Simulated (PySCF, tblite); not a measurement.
# C₉H₈S: vibronic structure

What do calculations give for the vibronic structure of C₉H₈S (`CSC1=C2C=CC=C2C=C1`)?

Computed with tblite 0.8.0 and PySCF 2.14.0 and routines of our own; the level stands in each step. Atoms count from 0.

### Step 1. The starting structure

18 atoms, charge 0, multiplicity 1; geometry from: force field or distance geometry start.

### Step 2. Relaxing the molecule with GFN2-xTB

What the job is given:

```
{"job": {"kind": "relax", "xc": "GFN2-xTB", "basis": "xTB"}, "charge": 0, "multiplicity": 1}
C      2.893500    -0.465000     0.508800
S      2.303100     0.965700    -0.452600
C      0.648600     0.902000    -0.094000
C     -0.253800    -0.021700    -0.448100
C     -0.412100    -1.274200    -1.115700
C     -1.727600    -1.573300    -1.007600
C     -2.425000    -0.524000    -0.253200
C     -1.520500     0.407000     0.088500
C     -1.380000     1.647000     0.759200
C     -0.078200     1.956700     0.648400
H      2.597000    -0.365600     1.559400
H      3.971600    -0.517800     0.452200
H      2.469200    -1.391300     0.118800
H      0.360100    -1.835100    -1.629800
H     -2.216300    -2.437600    -1.405400
H     -3.482600    -0.529700    -0.014500
H     -2.158500     2.223500     1.243600
H      0.402900     2.839700     1.030300
```

Started as:

```
$ OMP_NUM_THREADS=1 python excited_run.py task.json out
```

The driver reads the jobs from task.json and runs them one after another.

The program printed:

```text
step      E/eV     max force
  0    -720.80615    1.756
  1    -720.90774    0.863
  2    -720.94887    0.479
  3    -720.97347    0.363
  4    -720.98787    0.371
  5    -720.99421    0.279
  6    -720.99936    0.186
  7    -721.00458    0.210
  8    -721.00896    0.188
  9    -721.01254    0.150
 10    -721.01608    0.158
 11    -721.02004    0.165
 12    -721.02445    0.183
 13    -721.02862    0.155
 14    -721.03218    0.132
 15    -721.03565    0.170
 16    -721.03974    0.175
 17    -721.04453    0.151
 18    -721.04899    0.128
 19    -721.05253    0.135
 20    -721.05612    0.176
 21    -721.06104    0.188
 22    -721.06758    0.241
 23    -721.07449    0.244
 24    -721.08090    0.211
 25    -721.08752    0.280
 26    -721.09575    0.293
 27    -721.10565    0.313
 28    -721.11297    0.338
 29    -721.12140    0.248
 30    -721.12883    0.174
 31    -721.13836    0.183
 32    -721.14492    0.207
 33    -721.15290    0.180
 34    -721.15904    0.184
 35    -721.16580    0.237
 36    -721.17150    0.243
 37    -721.17626    0.151
 38    -721.18041    0.128
 39    -721.18458    0.148
 40    -721.18876    0.222
 41    -721.19346    0.248
 42    -721.19946    0.175
 43    -721.20791    0.232
 44    -721.21556    0.248
 45    -721.22631    0.248
 46    -721.23615    0.266
 47    -721.24622    0.287
 48    -721.25296    0.305
 49    -721.21500    0.839
 50    -721.26207    0.205
 51    -721.26525    0.155
 52    -721.27154    0.149
 53    -721.27342    0.130
 54    -721.27773    0.085
 55    -721.27946    0.082
 56    -721.28101    0.089
 57    -721.28216    0.081
 58    -721.28354    0.082
 59    -721.28461    0.070
 60    -721.28541    0.066
 61    -721.28630    0.067
 62    -721.28752    0.097
 63    -721.28902    0.135
 64    -721.29026    0.101
 65    -721.29105    0.084
 66    -721.29162    0.079
 67    -721.29229    0.061
 68    -721.29293    0.073
 69    -721.29335    0.043
 70    -721.29360    0.041
 71    -721.29382    0.035
 72    -721.29400    0.035
 73    -721.29413    0.034
 74    -721.29425    0.032
 75    -721.29441    0.028
 76    -721.29464    0.037
 77    -721.29491    0.039
 78    -721.29517    0.043
 79    -721.29540    0.040
 80    -721.29562    0.032
 81    -721.29577    0.024
 82    -721.29586    0.017
 83    -721.29590    0.016
 84    -721.29596    0.017
 85    -721.29602    0.020
 86    -721.29609    0.021
 87    -721.29614    0.019
 88    -721.29617    0.016
 89    -721.29622    0.019
 90    -721.29627    0.017
 91    -721.29631    0.018
 92    -721.29634    0.016
 93    -721.29636    0.012
 94    -721.29638    0.014
 95    -721.29642    0.014
 96    -721.29645    0.011
 97    -721.29647    0.011
 98    -721.29648    0.013
 99    -721.29651    0.014
100    -721.29654    0.020
101    -721.29660    0.024
102    -721.29667    0.027
103    -721.29675    0.029
104    -721.29683    0.022
105    -721.29690    0.022
106    -721.29694    0.017
107    -721.29696    0.011
108    -721.29698    0.008
```

Wall time 0.83 s (1 thread of Arm Neoverse V2, shared host); peak memory 0.18 GiB.

The steps of the relaxation: (not every step is listed)

```tsv
step	energy from step 0 (eV)	largest force (eV/Å)
0	0.0000	1.7563
1	-0.1016	0.8634
2	-0.1427	0.4786
3	-0.1673	0.3628
4	-0.1817	0.3714
5	-0.1881	0.2791
6	-0.1932	0.1856
7	-0.1984	0.2096
8	-0.2028	0.1884
17	-0.2384	0.1509
26	-0.2896	0.2928
35	-0.3596	0.2370
44	-0.4094	0.2481
53	-0.4673	0.1299
62	-0.4814	0.0974
71	-0.4877	0.0354
80	-0.4895	0.0320
89	-0.4901	0.0191
98	-0.4903	0.0126
103	-0.4906	0.0288
104	-0.4907	0.0219
105	-0.4908	0.0222
106	-0.4908	0.0171
107	-0.4908	0.0109
108	-0.4908	0.0081
```

Close pairs (by a distance rule), those that changed most:

```tsv
bond	before (Å)	after (Å)	change (Å)
C7–C8	1.417	1.454	+0.037
C2–C3	1.339	1.367	+0.028
S1–C2	1.694	1.718	+0.024
C3–C4	1.428	1.449	+0.021
C6–C7	1.342	1.358	+0.016
C5–C6	1.469	1.453	-0.016
C0–H10	1.096	1.086	-0.011
C4–H13	1.084	1.074	-0.010
```

The final coordinates are the input of the step that follows.

### Step 3. Infrared spectrum with GFN2-xTB

What the job is given:

```
{"job": {"kind": "ir", "xc": "GFN2-xTB", "basis": "xTB"}, "charge": 0, "multiplicity": 1}
C      2.862678    -0.591020     0.051994
S      2.336912     1.058097     0.593121
C      0.631529     0.961001     0.406378
C     -0.197296    -0.038317    -0.021558
C     -0.280940    -1.400437    -0.509594
C     -1.590949    -1.663495    -0.736791
C     -2.393536    -0.498013    -0.408020
C     -1.547938     0.473668     0.023362
C     -1.492918     1.842837     0.509838
C     -0.200594     2.135520     0.738872
H      2.423795    -1.336477     0.707892
H      3.945441    -0.616232     0.121920
H      2.545324    -0.743607    -0.974943
H      0.535530    -2.080941    -0.664170
H     -2.001224    -2.586737    -1.103929
H     -3.463857    -0.451653    -0.503437
H     -2.339573     2.487444     0.654327
H      0.218858     3.054677     1.103082
```

The program printed:

```text
mode    cm-1     km/mol
  1      68.6      2.85
  2      99.8      0.04
  3     157.9      1.49
  4     200.8      0.61
  5     234.4      1.53
  6     262.1      0.49
  7     335.4      0.06
  8     431.5      7.85
  9     506.4      0.86
 10     517.6      1.77
 11     575.5      2.56
 12     632.5      0.14
 13     670.9      0.65
 14     698.1     39.91
 15     736.8      9.78
 16     770.6     18.44
 17     794.2     10.92
 18     818.0      1.00
 19     833.0      0.01
 20     839.6     15.77
 21     847.0      1.13
 22     944.9      1.45
 23     946.1      3.91
 24     987.4      5.42
 25    1009.5     17.87
 26    1054.7      1.99
 27    1078.9     25.28
 28    1123.2      7.08
 29    1140.8      8.77
 30    1185.7     61.89
 31    1248.7     51.48
 32    1280.0     35.71
 33    1312.7      0.01
 34    1336.1      8.53
 35    1438.6      6.67
 36    1444.8      3.07
 37    1482.6    107.51
 38    1543.2      1.71
 39    1586.2    161.40
 40    1609.0     97.27
 41    3036.2      0.36
 42    3044.4      3.01
 43    3061.5      1.89
 44    3122.6     11.12
 45    3130.2     50.30
 46    3136.7     23.55
 47    3143.5     76.04
 48    3151.5     31.05
```

It took 0.7 s on 1 thread of Arm Neoverse V2, shared host; peak memory 0.18 GiB.

The strongest bands and the atoms that carry them (share of the mass-weighted mode):

```tsv
cm⁻¹	km/mol	atoms
698	39.9	C8 34 %, C4 19 %, C6 10 %
1186	61.9	H15 33 %, C6 20 %, H14 10 %
1249	51.5	H17 15 %, C8 15 %, C7 12 %, C9 11 %
1483	107.5	C4 34 %, C5 23 %, C7 17 %, C3 10 %
1586	161.4	C3 31 %, C9 21 %, C2 20 %, C8 15 %
1609	97.3	C7 45 %, C6 27 %
3130	50.3	H13 32 %, H14 32 %, H15 28 %
3144	76.0	H13 54 %, H14 33 %
```

### Step 4. Vibronic structure: TDDFT BHandHLYP/def2-SV(P)

Settings changed since step 3:

```diff
@@ -1,2 +1,2 @@
-{"job": {"kind": "ir", "xc": "GFN2-xTB", "basis": "xTB"}, "charge": 0, "multiplicity": 1}
+{"job": {"kind": "vib", "xc": "BHandHLYP", "basis": "def2-SV(P)", "tda": false}, "charge": 0, "multiplicity": 1}
 C      2.862678    -0.591020     0.051994
```

With the program's defaults for keys left out, this is: TDDFT BHandHLYP/def2-SV(P) vertical-gradient vibronic structure (displaced harmonic oscillators, Condon), gas phase.

The program printed:

```text
final grid: 72712 points
cycle   1  E = -745.1973566962  dE =  2.352e+00  |g| = 4.187e-01  |ddm| = 5.186e+00
cycle   2  E = -745.2039421528  dE = -6.585e-03  |g| = 4.475e-01  |ddm| = 1.256e+00
cycle   3  E = -745.2542786391  dE = -5.034e-02  |g| = 1.214e-01  |ddm| = 6.946e-01
cycle   4  E = -745.2577029228  dE = -3.424e-03  |g| = 6.715e-02  |ddm| = 2.338e-01
cycle   5  E = -745.2589943948  dE = -1.291e-03  |g| = 1.228e-02  |ddm| = 9.385e-02
cycle   6  E = -745.2590505478  dE = -5.615e-05  |g| = 4.863e-03  |ddm| = 2.188e-02
cycle   7  E = -745.2590698636  dE = -1.932e-05  |g| = 2.596e-03  |ddm| = 1.299e-02
cycle   8  E = -745.2590797159  dE = -9.852e-06  |g| = 1.716e-03  |ddm| = 1.142e-02
cycle   9  E = -745.2590824064  dE = -2.690e-06  |g| = 5.889e-04  |ddm| = 6.313e-03
cycle  10  E = -745.2590828634  dE = -4.570e-07  |g| = 2.769e-04  |ddm| = 2.976e-03
cycle  11  E = -745.2590829195  dE = -5.606e-08  |g| = 8.659e-05  |ddm| = 9.871e-04
cycle  12  E = -745.2590829236  dE = -4.131e-09  |g| = 3.452e-05  |ddm| = 2.751e-04
cycle  13  E = -745.2590829244  dE = -8.358e-10  |g| = 1.054e-05  |ddm| = 1.495e-04
converged SCF energy = -745.2590829244

Singlet excitations (eV, f): 1.741 (0.0016)  3.669 (0.2246)  5.185 (0.2074)  5.691 (0.0004)  5.949 (0.0003)  6.226 (0.0375)

State S1  1.7409 eV  f = 0.00164  H->L 0.99
  relaxed dipole 1.143 D, largest gradient of the excitation energy 0.0842 Eh/bohr
  mode    cm-1        S   lambda/meV  Raman
   37   1482.6    2.5872     475.6   1.000
   14    698.1    2.9692     257.0   0.254
   27   1078.9    0.6966      93.2   0.143
   38   1543.2    0.4033      77.2   0.169
   31   1248.7    0.4542      70.3   0.125
   25   1009.5    0.5001      62.6   0.090
   34   1336.1    0.2691      44.6   0.084
    8    431.5    0.6715      35.9   0.022
   26   1054.7    0.1462      19.1   0.029
    9    506.4    0.1715      10.8   0.008
   20    839.6    0.0935       9.7   0.012
   40   1609.0    0.0315       6.3   0.014
  reorganisation energy 1.1772 eV, total S 9.183, 0-0 0.5637 eV

State S2  3.6685 eV  f = 0.22460  H-1->L 0.94
  relaxed dipole 2.257 D, largest gradient of the excitation energy 0.0567 Eh/bohr
  mode    cm-1        S   lambda/meV  Raman
   31   1248.7    0.5390      83.4   1.000
   13    670.9    0.8589      71.4   0.460
   27   1078.9    0.2809      37.6   0.389
   37   1482.6    0.2016      37.1   0.527
   25   1009.5    0.1155      14.5   0.140
   40   1609.0    0.0714      14.3   0.220
   14    698.1    0.1328      11.5   0.077
   38   1543.2    0.0555      10.6   0.157
   39   1586.2    0.0520      10.2   0.156
   32   1280.0    0.0518       8.2   0.101
   29   1140.8    0.0424       6.0   0.066
    6    262.1    0.0929       3.0   0.008
  reorganisation energy 0.3176 eV, total S 2.595, 0-0 3.3509 eV
  absorption maximum 3.513 eV, width 0.518 eV

State S3  5.1853 eV  f = 0.20737  H-2->L 0.95
  relaxed dipole 2.485 D, largest gradient of the excitation energy 0.0779 Eh/bohr
  mode    cm-1        S   lambda/meV  Raman
   27   1078.9    0.6118      81.8   1.000
   37   1482.6    0.3125      57.5   0.965
   31   1248.7    0.3034      47.0   0.664
    8    431.5    0.8097      43.3   0.212
   39   1586.2    0.1818      35.7   0.642
   38   1543.2    0.1571      30.1   0.525
   14    698.1    0.1914      16.6   0.131
    9    506.4    0.2581      16.2   0.093
   13    670.9    0.1936      16.1   0.122
   26   1054.7    0.0620       8.1   0.097
   15    736.8    0.0431       3.9   0.033
   25   1009.5    0.0270       3.4   0.039
  reorganisation energy 0.3771 eV, total S 3.408, 0-0 4.8081 eV
  absorption maximum 5.134 eV, width 0.544 eV

State T1  0.9840 eV  f = 0.00000  H->L 0.96
  relaxed dipole 1.049 D, largest gradient of the excitation energy 0.0699 Eh/bohr
  mode    cm-1        S   lambda/meV  Raman
   37   1482.6    1.6861     309.9   1.000
   14    698.1    1.3116     113.5   0.172
   34   1336.1    0.3283      54.4   0.158
   27   1078.9    0.3432      45.9   0.108
    8    431.5    0.7654      40.9   0.038
   38   1543.2    0.2060      39.4   0.132
   25   1009.5    0.2576      32.2   0.071
   31   1248.7    0.1990      30.8   0.084
   26   1054.7    0.0971      12.7   0.029
   13    670.9    0.1428      11.9   0.017
    9    506.4    0.1401       8.8   0.010
   23    946.1    0.0370       4.3   0.009
  reorganisation energy 0.7183 eV, total S 5.629, 0-0 0.2656 eV
```

Run time: 55 s. Hardware: 1 thread of Arm Neoverse V2, shared host; peak memory 0.95 GiB.

### Step 5. Vibronic structure: TDA LC-wPBE/3-21G

Settings changed since step 4:

```diff
@@ -1,2 +1,2 @@
-{"job": {"kind": "vib", "xc": "BHandHLYP", "basis": "def2-SV(P)", "tda": false}, "charge": 0, "multiplicity": 1}
+{"job": {"kind": "vib", "xc": "LC-wPBE", "basis": "3-21G", "tda": true, "temperature": 200, "fwhm_ev": 0.02, "grid": 3}, "charge": 0, "multiplicity": 1}
 C      2.862678    -0.591020     0.051994
```

Method: TDA LC-wPBE/3-21G vertical-gradient vibronic structure (displaced harmonic oscillators, Condon), gas phase.

The program printed:

```text
coarse grid: 16360 points
cycle   1  E = -741.4987112911  dE =  2.391e+00  |g| = 3.849e-01  |ddm| = 4.954e+00
cycle   2  E = -741.5344501253  dE = -3.574e-02  |g| = 2.937e-01  |ddm| = 1.156e+00
cycle   3  E = -741.5547701040  dE = -2.032e-02  |g| = 7.460e-02  |ddm| = 4.507e-01
cycle   4  E = -741.5568702366  dE = -2.100e-03  |g| = 3.836e-02  |ddm| = 1.764e-01
cycle   5  E = -741.5574743950  dE = -6.042e-04  |g| = 1.061e-02  |ddm| = 5.943e-02
cycle   6  E = -741.5577241489  dE = -2.498e-04  |g| = 6.244e-03  |ddm| = 4.613e-02
cycle   7  E = -741.5578251959  dE = -1.010e-04  |g| = 4.254e-03  |ddm| = 3.283e-02
cycle   8  E = -741.5578625291  dE = -3.733e-05  |g| = 1.371e-03  |ddm| = 2.736e-02
cycle   9  E = -741.5578651239  dE = -2.595e-06  |g| = 5.445e-04  |ddm| = 6.545e-03
final grid: 224408 points
cycle  10  E = -741.5838522452  dE = -6.691e-05  |g| = 5.546e-03  |ddm| = 3.485e-02
cycle  11  E = -741.5838580212  dE = -5.776e-06  |g| = 3.840e-03  |ddm| = 1.176e-02
cycle  12  E = -741.5838617461  dE = -3.725e-06  |g| = 4.134e-04  |ddm| = 5.532e-03
cycle  13  E = -741.5838618073  dE = -6.120e-08  |g| = 2.869e-04  |ddm| = 8.946e-04
cycle  14  E = -741.5838618184  dE = -1.112e-08  |g| = 7.162e-05  |ddm| = 5.001e-04
cycle  15  E = -741.5838618219  dE = -3.546e-09  |g| = 3.805e-05  |ddm| = 1.524e-04
cycle  16  E = -741.5838618241  dE = -2.122e-09  |g| = 1.571e-05  |ddm| = 1.617e-04
cycle  17  E = -741.5838618246  dE = -5.048e-10  |g| = 9.404e-06  |ddm| = 6.852e-05
converged SCF energy = -741.5838618246

Singlet excitations (eV, f): 2.086 (0.0037)  4.181 (0.3687)  5.676 (0.0004)  5.742 (0.2624)  6.703 (0.0001)  6.736 (0.0002)

State S1  2.0860 eV  f = 0.00374  H->L 0.97
  relaxed dipole 1.280 D, largest gradient of the excitation energy 0.0952 Eh/bohr
  mode    cm-1        S   lambda/meV  Raman
   37   1482.6    3.0550     561.6   1.000
   14    698.1    3.7397     323.7   0.271
   27   1078.9    0.8987     120.2   0.156
   38   1543.2    0.5100      97.6   0.181
   31   1248.7    0.6014      93.1   0.140
   25   1009.5    0.6610      82.7   0.100
   34   1336.1    0.2179      36.1   0.058
    8    431.5    0.5001      26.8   0.014
   26   1054.7    0.1630      21.3   0.027
   20    839.6    0.1764      18.4   0.019
   40   1609.0    0.0560      11.2   0.022
    9    506.4    0.1474       9.3   0.006
  reorganisation energy 1.4316 eV, total S 11.113, 0-0 0.6544 eV

State S2  4.1815 eV  f = 0.36873  H-1->L 0.89
  relaxed dipole 2.191 D, largest gradient of the excitation energy 0.0555 Eh/bohr
  mode    cm-1        S   lambda/meV  Raman
   31   1248.7    0.5399      83.6   1.000
   13    670.9    0.8069      67.1   0.431
   37   1482.6    0.2848      52.3   0.744
   27   1078.9    0.2387      31.9   0.330
   25   1009.5    0.1278      16.0   0.155
   14    698.1    0.1751      15.2   0.101
   39   1586.2    0.0624      12.3   0.186
   40   1609.0    0.0605      12.1   0.186
   38   1543.2    0.0520       9.9   0.147
   32   1280.0    0.0525       8.3   0.102
   29   1140.8    0.0248       3.5   0.038
   34   1336.1    0.0132       2.2   0.028
  reorganisation energy 0.3252 eV, total S 2.583, 0-0 3.8563 eV
  absorption maximum 3.940 eV, width 0.408 eV

State S4  5.7423 eV  f = 0.26237  H-2->L 0.91
  relaxed dipole 2.081 D, largest gradient of the excitation energy 0.0762 Eh/bohr
  mode    cm-1        S   lambda/meV  Raman
   27   1078.9    0.6695      89.6   0.871
   37   1482.6    0.4072      74.9   1.000
   31   1248.7    0.4388      67.9   0.764
    8    431.5    0.7162      38.3   0.149
   38   1543.2    0.1658      31.7   0.441
   14    698.1    0.3582      31.0   0.195
   13    670.9    0.2855      23.7   0.144
   39   1586.2    0.1058      20.8   0.297
    9    506.4    0.2211      13.9   0.063
   26   1054.7    0.0817      10.7   0.102
   25   1009.5    0.0459       5.7   0.052
    6    262.1    0.1320       4.3   0.010
  reorganisation energy 0.4306 eV, total S 3.880, 0-0 5.3117 eV
  absorption maximum 5.636 eV, width 0.538 eV

State T1  1.0246 eV  f = 0.00000  H->L 0.95
  relaxed dipole 1.345 D, largest gradient of the excitation energy 0.0755 Eh/bohr
  mode    cm-1        S   lambda/meV  Raman
   37   1482.6    2.0546     377.7   1.000
   14    698.1    1.7371     150.4   0.187
   27   1078.9    0.4672      62.5   0.120
   38   1543.2    0.2849      54.5   0.150
   34   1336.1    0.3252      53.9   0.129
   25   1009.5    0.3394      42.5   0.077
   31   1248.7    0.2667      41.3   0.092
    8    431.5    0.6567      35.1   0.027
   26   1054.7    0.1052      13.8   0.026
    9    506.4    0.1383       8.7   0.008
   40   1609.0    0.0171       3.4   0.010
   36   1444.8    0.0174       3.1   0.008
  reorganisation energy 0.8606 eV, total S 6.570, 0-0 0.1640 eV
```

Wall time 84 s (1 thread of Arm Neoverse V2, shared host); peak memory 0.73 GiB.

### Step 6. What came out

```
                                                                                            quantity                      value
                                                           strongest single infrared mode (GFN2-xTB)      1586 cm⁻¹, 161 km/mol
                                                                        zero-point energy (GFN2-xTB)              85.2 kcal/mol
S1: vertical, reorganisation, 0-0, total S (step 4, TDDFT BHandHLYP/def2-SV(P), modes from GFN2-xTB)   1.74, 1.18, 0.56 eV; 9.2
S2: vertical, reorganisation, 0-0, total S (step 4, TDDFT BHandHLYP/def2-SV(P), modes from GFN2-xTB)   3.67, 0.32, 3.35 eV; 2.6
S3: vertical, reorganisation, 0-0, total S (step 4, TDDFT BHandHLYP/def2-SV(P), modes from GFN2-xTB)   5.19, 0.38, 4.81 eV; 3.4
         S1: vertical, reorganisation, 0-0, total S (step 5, TDA LC-wPBE/3-21G, modes from GFN2-xTB)  2.09, 1.43, 0.65 eV; 11.1
         S2: vertical, reorganisation, 0-0, total S (step 5, TDA LC-wPBE/3-21G, modes from GFN2-xTB)   4.18, 0.33, 3.86 eV; 2.6
         S4: vertical, reorganisation, 0-0, total S (step 5, TDA LC-wPBE/3-21G, modes from GFN2-xTB)   5.74, 0.43, 5.31 eV; 3.9
```

In words: No mode is imaginary among the 48: a minimum at this level. The strongest single mode, at 1586 cm⁻¹, is spread over several atoms, C3, C9, C2, C8 among them. Unscaled tight-binding wavenumbers are off by several per cent, some by more. Its intensities can rank the bands wrongly. In steps 4, 5 the harmonic model is doubtful. The vibronic model keeps the ground-state modes (from xTB) and shifts them along the gradient alone, so it can miss much of the relaxation that a full optimisation finds.
